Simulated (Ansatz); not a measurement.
**Br₂GeH₃N: one molecule under many settings**

Aim: run Br₂GeH₃N under a spread of inputs, and see what each costs and gives.

Method: the settings change from run to run; program: Ansatz 0.2.0, Gaussian basis.

### Step 1. The geometry

The geometry comes from an earlier relaxation with PBE0-D4 in a triple-zeta def2 set; it is a stationary point, not always the lowest conformer.

SMILES `[NH2][GeH]([Br])[Br]`, 7 atoms, charge 0, spin multiplicity 1.

Atoms are counted from 1 here; the program's logs count them from 0.

Bond lengths: N1–Ge2 1.814 Å, N1–H5 1.011 Å, N1–H6 1.012 Å, Ge2–Br3 2.291 Å, Ge2–Br4 2.316 Å, Ge2–H7 1.528 Å. Angles: Ge2–N1–H5 113.6°, Ge2–N1–H6 114.2°, H5–N1–H6 109.2°, N1–Ge2–Br3 106.0°, N1–Ge2–Br4 113.6°, N1–Ge2–H7 111.6°, Br3–Ge2–Br4 107.8°, Br3–Ge2–H7 110.8°, Br4–Ge2–H7 107.0°.

Geometry (Å):

```mol
Br2GeH3N
  3D, bonds by distance, orders not assigned

  7  6  0  0  0  0  0  0  0  0999 V2000
   -0.3102    1.1548    0.2752 N   0  0
    0.4342   -0.4340   -0.1843 Ge  0  0
    0.9360   -1.4901    1.7856 Br  0  0
   -0.9880   -1.8129   -1.3842 Br  0  0
   -1.0136    1.0793    0.9979 H   0  0
   -0.6881    1.6771   -0.5047 H   0  0
    1.6910   -0.2421   -1.0311 H   0  0
  1  2  8  0
  2  3  8  0
  2  4  8  0
  1  5  8  0
  1  6  8  0
  2  7  8  0
M  END
```

### Step 2. wPBEh/def2-TZVP

Set apart from the defaults: atoms shaken by 0.15 Å.

Input file in.yaml:

```yaml
crystal:
  periodic: [false, false, false]
  atoms:
    - {symbol: N, position_ang: [-0.027768, 0.893861, 0.076636]}
    - {symbol: Ge, position_ang: [0.209850, -0.399857, -0.155357]}
    - {symbol: Br, position_ang: [0.879324, -1.662797, 1.814880]}
    - {symbol: Br, position_ang: [-1.138377, -1.976972, -1.421858]}
    - {symbol: H, position_ang: [-1.272801, 1.067637, 1.015766]}
    - {symbol: H, position_ang: [-0.902596, 1.776557, -0.281986]}
    - {symbol: H, position_ang: [1.694557, -0.263965, -1.179596]}
basis:
  gaussian: {orbitals: def2-TZVP}
hamiltonian: {xc: {name: wPBEh}}
```

Command:

```sh
> ansatz run in.yaml --threads 4 --pin off --events-out ev --progress --plain --max-ram 10444MiB
```

Log:

```text
Functional definition: wPBEh
  name "wPBEh"
  cite "Heyd, Scuseria & Ernzerhof, J. Chem. Phys. 118, 8207 (2003) doi:10.1063/1.1564060"
  cite "Krukau, Vydrov, Izmaylov & Scuseria, J. Chem. Phys. 125, 224106 (2006) doi:10.1063/1.2404663"
  cite "Heyd & Scuseria, J. Chem. Phys. 120, 7274 (2004) doi:10.1063/1.1668634"
  cite "Ernzerhof & Perdew, J. Chem. Phys. 109, 3313 (1998) doi:10.1063/1.476928"
  cite "Perdew, Burke & Ernzerhof, Phys. Rev. Lett. 77, 3865 (1996) doi:10.1103/PhysRevLett.77.3865"
  parent pbe
  parameter a = 0.25
  parameter omega = 0.11/bohr
  exchange = wpbe_x - a*pbe_x_sr(omega) + a*exact_x_sr(omega)
  correlation = pbe_c
1514 factors; their error is unknown
78 factors; integrals over basis functions are off by at most 8.5e-7 eV
mean field evaluation 1: about -198103.9768 eV, gradient 7.5e1 eV
mean field evaluation 2: about -198065.2758 eV, gradient 1.3e2 eV
mean field evaluation 4: about -198114.2824 eV, gradient 1.7e1 eV
mean field evaluation 8: about -198114.7113 eV, gradient 2.5e-1 eV
mean field evaluation 16: about -198115.8522 eV, gradient 4.3e-4 eV
mean field -198115.85219660 eV, -7280.6232804772 hartree, gradient 3.7e-5 eV, S^2 0.000000; 0 other end points of the search recorded, 0 dependent functions left out
reference -198115.85223709 eV, -7280.6232819654 hartree; 56, 56 occupied and 137, 137 virtual orbitals, 1514 factors
Total energy: -198115.85223709 eV, -7280.6232819654 hartree
```

Wall time 3.7 s (4 threads of Arm Neoverse V1, shared host); peak memory 0.63 GiB.

### Step 3. revPBE/def2-mTZVP

Options: multiplicity 3, restricted open-shell orbitals, D4 dispersion.

Input file in.yaml:

```yaml
crystal:
  periodic: [false, false, false]
  atoms:
    - {symbol: N, position_ang: [-0.310231, 1.154816, 0.275177]}
    - {symbol: Ge, position_ang: [0.434205, -0.434049, -0.184296]}
    - {symbol: Br, position_ang: [0.935986, -1.490142, 1.785569]}
    - {symbol: Br, position_ang: [-0.988039, -1.812937, -1.384211]}
    - {symbol: H, position_ang: [-1.013622, 1.079281, 0.997870]}
    - {symbol: H, position_ang: [-0.688058, 1.677118, -0.504737]}
    - {symbol: H, position_ang: [1.690957, -0.242088, -1.031072]}
basis:
  gaussian: {orbitals: def2-mTZVP}
magnetization: {spin_polarized: false, initial_magnetization: 2}
hamiltonian: {xc: {name: revPBE}, dispersion: d4}
output: {forces: true}
```

Launched as before.

Log (excerpt; [...] marks lines left out):

```text
Functional definition: revPBE
  name "revPBE"
  cite "Zhang & Yang, Phys. Rev. Lett. 80, 890 (1998) doi:10.1103/PhysRevLett.80.890"
  cite "Perdew, Burke & Ernzerhof, Phys. Rev. Lett. 77, 3865 (1996) doi:10.1103/PhysRevLett.77.3865"
[...]
1345 factors; their error is unknown
[...]
mean field -198131.05527188 eV, -7281.1819831887 hartree, gradient 1.2e-5 eV, S^2 2.000000; 11 other end points of the search recorded, 0 dependent functions left out
[...]
reference -198131.05531802 eV, -7281.1819848846 hartree; 57, 55 occupied and 79, 81 virtual orbitals, 1345 factors
Total energy: -198131.55462356 eV, -7281.2003340247 hartree
Atom 0 at    -0.310231     1.154816     0.275177 Å, force    -0.703068     2.013122     0.150201 eV/Å
Atom 1 at     0.434205    -0.434049    -0.184296 Å, force     1.546190    -0.373792    -0.709606 eV/Å
Atom 2 at     0.935986    -1.490142     1.785569 Å, force     1.058824    -1.408432     3.245942 eV/Å
Atom 3 at    -0.988039    -1.812937    -1.384211 Å, force    -2.349504    -1.886719    -2.129139 eV/Å
Atom 4 at    -1.013622     1.079281     0.997870 Å, force    -0.362450     0.081744     0.445661 eV/Å
Atom 5 at    -0.688058     1.677118    -0.504737 Å, force    -0.160959     0.855567    -0.312548 eV/Å
Atom 6 at     1.690957    -0.242088    -1.031072 Å, force     0.970967     0.718510    -0.690511 eV/Å
Dipole moment:    -0.309485     0.592716    -0.057114 e Å
```

Wall time 19 s (4 threads of Arm Neoverse V1, shared host); peak memory 0.4 GiB.

Largest force 3.693 eV/Å, dipole 3.22 D.

### Step 4. RPBE/def2-SVP

Set apart from the defaults: charge -1, multiplicity 2, finite nuclei, D3(BJ) dispersion, high accuracy, the search for lower states set to light.

Edit in.yaml of step 3 so:

```diff
@@ -11,5 +11,8 @@
 basis:
-  gaussian: {orbitals: def2-mTZVP}
-magnetization: {spin_polarized: false, initial_magnetization: 2}
-hamiltonian: {xc: {name: revPBE}, dispersion: d4}
+  gaussian: {orbitals: def2-SVP, nuclear_model: gaussian}
+total_charge: -1
+magnetization: {spin_polarized: true, initial_magnetization: 1}
+hamiltonian: {xc: {name: RPBE}, dispersion: d3bj}
+accuracy: high
+scf: {lower_state_search: light}
 output: {forces: true}
```

Launched as before.

Log (excerpt; [...] marks lines left out):

```text
Functional definition: RPBE
  name "RPBE"
  cite "Hammer, Hansen & Nørskov, Phys. Rev. B 59, 7413 (1999) doi:10.1103/PhysRevB.59.7413"
  cite "Perdew, Burke & Ernzerhof, Phys. Rev. Lett. 77, 3865 (1996) doi:10.1103/PhysRevLett.77.3865"
[...]
2451 factors; integrals over basis functions are off by at most 3.5e-8 eV
[...]
mean field -198113.87344381 eV, -7280.5505626534 hartree, gradient 3.4e-8 eV, S^2 0.751163; 2 other end points of the search recorded, 0 dependent functions left out
[...]
reference -198113.87344698 eV, -7280.5505627702 hartree; 57, 56 occupied and 68, 69 virtual orbitals, 2451 factors
Total energy: -198115.28069960 eV, -7280.6022783500 hartree
Atom 0 at    -0.310231     1.154816     0.275177 Å, force     0.347580     2.135554     0.381058 eV/Å
Atom 1 at     0.434205    -0.434049    -0.184296 Å, force     0.155711    -0.087726    -0.342939 eV/Å
Atom 2 at     0.935986    -1.490142     1.785569 Å, force     1.172682    -1.491042     3.605418 eV/Å
Atom 3 at    -0.988039    -1.812937    -1.384211 Å, force    -2.244114    -1.840137    -2.278482 eV/Å
Atom 4 at    -1.013622     1.079281     0.997870 Å, force    -0.480571    -0.198816     0.308331 eV/Å
Atom 5 at    -0.688058     1.677118    -0.504737 Å, force    -0.449221     0.592534    -0.526824 eV/Å
Atom 6 at     1.690957    -0.242088    -1.031072 Å, force     1.497933     0.889631    -1.146562 eV/Å
Dipole moment:    -0.225398     0.192190    -0.005937 e Å
```

It took 8 s on 4 threads of Arm Neoverse V1, shared host; peak memory 0.44 GiB.

Largest force 4.074 eV/Å, ⟨S²⟩ 0.751.

### Step 5. revPBE0/6-31G*

Options: charge +1, multiplicity 2, restricted open-shell orbitals, a grid of angular degree 47, D4 dispersion, the search for lower states set to off.

Edit in.yaml of step 4 so:

```diff
@@ -11,8 +11,6 @@
 basis:
-  gaussian: {orbitals: def2-SVP, nuclear_model: gaussian}
-total_charge: -1
-magnetization: {spin_polarized: true, initial_magnetization: 1}
-hamiltonian: {xc: {name: RPBE}, dispersion: d3bj}
-accuracy: high
-scf: {lower_state_search: light}
-output: {forces: true}
+  gaussian: {orbitals: "6-31G*", final_grid: {core_spheres: 20, valence_spheres: 16, degree: 47}}
+total_charge: 1
+magnetization: {spin_polarized: false, initial_magnetization: 1}
+hamiltonian: {xc: {name: revPBE0}, dispersion: d4}
+scf: {lower_state_search: off}
```

Launched as before.

Log (excerpt; [...] marks lines left out):

```text
Functional definition: revPBE0
  name "revPBE0"
  cite "Zhang & Yang, Phys. Rev. Lett. 80, 890 (1998) doi:10.1103/PhysRevLett.80.890"
  cite "Adamo & Barone, J. Chem. Phys. 110, 6158 (1999) doi:10.1063/1.478522"
  cite "Perdew, Burke & Ernzerhof, Phys. Rev. Lett. 77, 3865 (1996) doi:10.1103/PhysRevLett.77.3865"
[...]
1204 factors; integrals over basis functions are off by at most 5.0e-4 eV
[...]
mean field -198104.38501290 eV, -7280.2018692491 hartree, gradient 2.4e-6 eV, S^2 0.750000; 0 other end points of the search recorded, 0 dependent functions left out
reference -198104.38504611 eV, -7280.2018704695 hartree; 56, 55 occupied and 70, 71 virtual orbitals, 1204 factors
Total energy: -198104.82795942 eV, -7280.2181472335 hartree
Checks for a lower state left out: stability, starts, cluster_reference, orbital_swaps, neighbouring_geometries, increment
```

Run time: 3.9 s. Hardware: 4 threads of Arm Neoverse V1, shared host; peak memory 0.31 GiB.

### Step 6. B97/pcseg-2

Set apart from the defaults: coordinates scaled by 1.12, the search for lower states set to full.

Input file in.yaml:

```yaml
crystal:
  periodic: [false, false, false]
  atoms:
    - {symbol: N, position_ang: [-0.347459, 1.293394, 0.308198]}
    - {symbol: Ge, position_ang: [0.486310, -0.486135, -0.206411]}
    - {symbol: Br, position_ang: [1.048304, -1.668959, 1.999837]}
    - {symbol: Br, position_ang: [-1.106603, -2.030489, -1.550316]}
    - {symbol: H, position_ang: [-1.135256, 1.208795, 1.117614]}
    - {symbol: H, position_ang: [-0.770625, 1.878372, -0.565306]}
    - {symbol: H, position_ang: [1.893872, -0.271138, -1.154801]}
basis:
  gaussian: {orbitals: pcseg-2}
hamiltonian: {xc: {name: B97}}
scf: {lower_state_search: full}
```

Launched as before.

Log (excerpt; [...] marks lines left out):

```text
Functional definition: B97
  name "B97"
  cite "Becke, J. Chem. Phys. 107, 8554 (1997) doi:10.1063/1.475007"
[...]
      + integral(e_c_pw_opposite_spin*poly(b97_u_opposite, cos0, cos1, cos2))
1460 factors; their error is unknown
[...]
mean field -198145.34644685 eV, -7281.7071741822 hartree, gradient 8.0e-5 eV, S^2 0.000000; 0 other end points of the search recorded, 0 dependent functions left out
reference -198145.34647536 eV, -7281.7071752297 hartree; 56, 56 occupied and 145, 145 virtual orbitals, 1460 factors
Total energy: -198145.34647536 eV, -7281.7071752297 hartree
```

Wall time 7 s (4 threads of Arm Neoverse V1, shared host); peak memory 0.66 GiB.

### Step 7. PBE/STO-3G

Set apart from the defaults: D3(BJ) dispersion, high accuracy.

Input file in.yaml:

```yaml
crystal:
  periodic: [false, false, false]
  atoms:
    - {symbol: N, position_ang: [-0.310231, 1.154816, 0.275177]}
    - {symbol: Ge, position_ang: [0.434205, -0.434049, -0.184296]}
    - {symbol: Br, position_ang: [0.935986, -1.490142, 1.785569]}
    - {symbol: Br, position_ang: [-0.988039, -1.812937, -1.384211]}
    - {symbol: H, position_ang: [-1.013622, 1.079281, 0.997870]}
    - {symbol: H, position_ang: [-0.688058, 1.677118, -0.504737]}
    - {symbol: H, position_ang: [1.690957, -0.242088, -1.031072]}
basis:
  gaussian: {orbitals: STO-3G}
hamiltonian: {xc: {name: PBE}, dispersion: d3bj}
accuracy: high
```

The command is unchanged.

Log:

```text
Functional definition: PBE
  name "PBE"
  cite "Perdew, Burke & Ernzerhof, Phys. Rev. Lett. 77, 3865 (1996) doi:10.1103/PhysRevLett.77.3865"
  parent pbe
  parameter kappa = 0.804
  parameter beta = 0.06672455060314922
  exchange = pbe_x(kappa = kappa, mu = beta*pi^2/3)
  correlation = pbe_c(beta = beta)
943 factors; integrals over basis functions are off by at most 1.4e-8 eV
mean field evaluation 1: about -195705.9774 eV, gradient 3.2e2 eV
mean field evaluation 2: about -195786.6778 eV, gradient 1.2e2 eV
mean field evaluation 4: about -194969.4525 eV, gradient 5.2e2 eV
mean field evaluation 8: about -195844.6392 eV, gradient 1.1e2 eV
mean field evaluation 16: about -195912.3990 eV, gradient 3.1e-8 eV
mean field -195912.39897052 eV, -7199.6478679730 hartree, gradient 3.0e-8 eV, S^2 0.000000; 0 other end points of the search recorded, 0 dependent functions left out
reference -195912.39897271 eV, -7199.6478680537 hartree; 56, 56 occupied and 6, 6 virtual orbitals, 943 factors
Total energy: -195912.59463714 eV, -7199.6550585887 hartree
```

Run time: 1.6 s. Hardware: 4 threads of Arm Neoverse V1, shared host.

### Step 8. r2SCAN/cc-pVTZ-DK

This run has charge -1, multiplicity 2, restricted open-shell orbitals, a grid of angular degree 23, D4 dispersion.

Edit in.yaml of step 7 so:

```diff
@@ -11,4 +11,6 @@
 basis:
-  gaussian: {orbitals: STO-3G}
-hamiltonian: {xc: {name: PBE}, dispersion: d3bj}
-accuracy: high
+  gaussian: {orbitals: cc-pVTZ-DK, final_grid: {core_spheres: 8, valence_spheres: 7, degree: 23}}
+total_charge: -1
+magnetization: {spin_polarized: false, initial_magnetization: 1}
+hamiltonian: {xc: {name: r2SCAN}, dispersion: d4}
+output: {forces: true}
```

Same command.

Log (excerpt; [...] marks lines left out):

```text
Functional definition: r2SCAN
  name "r2SCAN"
  cite "Furness, Kaplan, Ning, Perdew & Sun, J. Phys. Chem. Lett. 11, 8208 (2020) doi:10.1021/acs.jpclett.0c02405"
  cite "Furness, Kaplan, Ning, Perdew & Sun, J. Phys. Chem. Lett. 11, 9248 (2020) doi:10.1021/acs.jpclett.0c03077"
  parent r2scan
[...]
1485 factors; their error is unknown
[...]
mean field -200493.11465988 eV, -7367.9860646364 hartree, gradient 6.2e-5 eV, S^2 0.750000; 1 other end points of the search recorded, 0 dependent functions left out
[...]
reference -200493.11467471 eV, -7367.9860651813 hartree; 57, 56 occupied and 144, 145 virtual orbitals, 1485 factors
Total energy: -200493.16506953 eV, -7367.9879171569 hartree
Relativity: scalar
Atom 0 at    -0.310231     1.154816     0.275177 Å, force    -0.128825     1.812093     0.110420 eV/Å
Atom 1 at     0.434205    -0.434049    -0.184296 Å, force     0.346525     0.140107    -0.361512 eV/Å
Atom 2 at     0.935986    -1.490142     1.785569 Å, force     1.041150    -1.238829     3.236292 eV/Å
Atom 3 at    -0.988039    -1.812937    -1.384211 Å, force    -2.037488    -1.551599    -2.066922 eV/Å
Atom 4 at    -1.013622     1.079281     0.997870 Å, force    -0.041239    -0.158604    -0.130968 eV/Å
Atom 5 at    -0.688058     1.677118    -0.504737 Å, force    -0.141091     0.163564     0.026171 eV/Å
Atom 6 at     1.690957    -0.242088    -1.031072 Å, force     0.960968     0.833268    -0.813480 eV/Å
Dipole moment:    -0.223009     0.342205    -0.044723 e Å
```

It took 8 s on 4 threads of Arm Neoverse V1, shared host; peak memory 0.46 GiB.

Largest force 3.618 eV/Å.

### Step 9. B97M-V/ANO-RCC-VTZP

Options: high accuracy.

Edit in.yaml of step 8 so:

```diff
@@ -11,6 +11,5 @@
 basis:
-  gaussian: {orbitals: cc-pVTZ-DK, final_grid: {core_spheres: 8, valence_spheres: 7, degree: 23}}
-total_charge: -1
-magnetization: {spin_polarized: false, initial_magnetization: 1}
-hamiltonian: {xc: {name: r2SCAN}, dispersion: d4}
+  gaussian: {orbitals: ANO-RCC-VTZP}
+hamiltonian: {xc: {name: B97M-V}}
+accuracy: high
 output: {forces: true}
```

The command is unchanged.

Log (excerpt; [...] marks lines left out):

```text
Functional definition: B97M-V
  name "B97M-V"
  cite "Mardirossian & Head-Gordon, J. Chem. Phys. 142, 074111 (2015) doi:10.1063/1.4907719"
  cite "Becke, J. Chem. Phys. 107, 8554 (1997) doi:10.1063/1.475007"
  cite "Vydrov & Van Voorhis, J. Chem. Phys. 133, 244103 (2010) doi:10.1063/1.3521275"
  # Of w^i u^j: cxij and so on, Table III.
[...]
  gx(w, u) = cx00 + cx01*u + cx02*u^2 + (cx10 + cx11*u)*w
  gss(w, u) = css00 + css02*u^2 + css10*w + (css32*w^3 + css42*w^4)*u^2
  gos(w, u) = cos00 + cos01*u + cos03*u^3 + cos10*w + cos32*w^3*u^2
[...]
      + integral(e_c_pw_mod_opposite_spin*gos(b97_w_opposite, b97_u_opposite)) + vv10(b, c)
3643 factors; integrals over basis functions are off by at most 4.3e-9 eV
[...]
mean field -200450.21285485 eV, -7366.4094523816 hartree, gradient 1.5e-8 eV, S^2 0.000000; 0 other end points of the search recorded, 0 dependent functions left out
[...]
reference -200450.21286573 eV, -7366.4094527814 hartree; 56, 56 occupied and 145, 145 virtual orbitals, 3643 factors
Total energy: -200450.21286573 eV, -7366.4094527814 hartree
Relativity: scalar
Atom 0 at    -0.310231     1.154816     0.275177 Å, force     0.017482     0.076712     0.034837 eV/Å
Atom 1 at     0.434205    -0.434049    -0.184296 Å, force     0.078840     0.065044    -0.100136 eV/Å
Atom 2 at     0.935986    -1.490142     1.785569 Å, force     0.001796     0.021518     0.001969 eV/Å
Atom 3 at    -0.988039    -1.812937    -1.384211 Å, force    -0.013994    -0.023850    -0.023969 eV/Å
Atom 4 at    -1.013622     1.079281     0.997870 Å, force     0.081490    -0.003930    -0.187924 eV/Å
Atom 5 at    -0.688058     1.677118    -0.504737 Å, force     0.005162    -0.136021     0.151097 eV/Å
Atom 6 at     1.690957    -0.242088    -1.031072 Å, force    -0.170776     0.000526     0.124127 eV/Å
Dipole moment:    -0.080773     0.382296    -0.101848 e Å
```

It took 4.2 min on 4 threads of Arm Neoverse V1, shared host; peak memory 1.5 GiB.

Largest force 0.211 eV/Å, dipole 1.94 D.

### Step 10. BLYP/cc-pVTZ-DK

Options: charge +1, multiplicity 2, D4 dispersion, the search for lower states set to off.

Edit in.yaml of step 9 so:

```diff
@@ -11,5 +11,6 @@
 basis:
-  gaussian: {orbitals: ANO-RCC-VTZP}
-hamiltonian: {xc: {name: B97M-V}}
-accuracy: high
-output: {forces: true}
+  gaussian: {orbitals: cc-pVTZ-DK}
+total_charge: 1
+magnetization: {spin_polarized: true, initial_magnetization: 1}
+hamiltonian: {xc: {name: BLYP}, dispersion: d4}
+scf: {lower_state_search: off}
```

The command is unchanged.

Log (excerpt; [...] marks lines left out):

```text
Functional definition: BLYP
  name "BLYP"
  cite "Becke, Phys. Rev. A 38, 3098 (1988) doi:10.1103/PhysRevA.38.3098"
  cite "Lee, Yang & Parr, Phys. Rev. B 37, 785 (1988) doi:10.1103/PhysRevB.37.785"
[...]
1485 factors; their error is unknown
[...]
mean field -200493.02796871 eV, -7367.9828787946 hartree, gradient 3.2e-6 eV, S^2 0.753220; 0 other end points of the search recorded, 0 dependent functions left out
reference -200493.02831566 eV, -7367.9828915448 hartree; 56, 55 occupied and 145, 146 virtual orbitals, 1485 factors
Total energy: -200493.43869823 eV, -7367.9979728262 hartree
Relativity: scalar
Checks for a lower state left out: stability, starts, cluster_reference, orbital_swaps, neighbouring_geometries, increment
```

Wall time 3.5 s (4 threads of Arm Neoverse V1, shared host); peak memory 0.35 GiB.

⟨S²⟩ 0.753.

### Step 11. All runs side by side

```csv
level,charge,multiplicity,geometry,functions,energy (eV),time
wPBEh/def2-TZVP,0,1,shaken,193,-198115.852,3.7 s
revPBE/def2-mTZVP,0,3,relaxed,136,-198131.555,19 s
RPBE/def2-SVP,-1,2,relaxed,125,-198115.281,8 s
revPBE0/6-31G*,1,2,relaxed,126,-198104.828,3.9 s
B97/pcseg-2,0,1,scaled,201,-198145.346,7 s
PBE/STO-3G,0,1,relaxed,62,-195912.595,1.6 s
r2SCAN/cc-pVTZ-DK,-1,2,relaxed,201,-200493.165,8 s
B97M-V/ANO-RCC-VTZP,0,1,relaxed,201,-200450.213,4.2 min
BLYP/cc-pVTZ-DK,1,2,relaxed,201,-200493.439,3.5 s
```

### Step 12. What came out

```
                                         quantity                         value
                                             runs                             9
                                         quickest             PBE/STO-3G, 1.6 s
                                          slowest  B97M-V/ANO-RCC-VTZP, 4.2 min
spread of total energies, same state and geometry                     4537.6 eV
```

What this shows: Run time spans a factor of 153, from PBE/STO-3G to B97M-V/ANO-RCC-VTZP. The jobs differ in tasks and options as well as level. The totals spread over 4538 eV; they can't be compared across methods or bases. Some of these runs are scalar-relativistic and others not, which shifts the totals of all-electron atoms past neon by several eV an atom and more; core potentials, where a basis has them, take the core out of the total altogether. At the PBE0-D4/def2-TZVP geometry and in the same state, the sound runs without point charges leave forces up to 0.21 eV/Å (B97M-V/ANO-RCC-VTZP).
